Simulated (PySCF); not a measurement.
# C3HBrO: the cost of one run

Programs: PySCF 2.14.0, with routines of our own; each step states its level. All values are computed. Atoms count from 0.

## (1) The starting structure

6 atoms, charge 0, multiplicity 1; geometry from: GFN2-xTB.

## (2) Relaxing the molecule at PBE0-D3(BJ)/def2-SVP

Job settings and geometry (Å):

```
{"job": {"xc": "PBE0", "basis": "def2-SVP", "d3": "d3bj", "grid": 1, "maxiter": 30, "shake": 0.01, "kind": "geom"}, "charge": 0, "multiplicity": 1}
O     -1.197570     1.617640     0.563250
C     -0.600320     0.681760     0.245620
C     -0.477860    -0.703640    -0.090280
C      0.693080     0.061350    -0.095090
Br     2.480040    -0.017320    -0.406750
H     -0.873200    -1.669810    -0.235110
```

Run with:

```console
$ OMP_NUM_THREADS=1 python heavy_run.py task.json out
```

This one command runs all jobs of the session in turn.

Q: Estimate the wall time and peak memory of this first job on 1 thread of Arm Neoverse N1, shared host.

About 36 s, with a peak of 0.39 GiB.
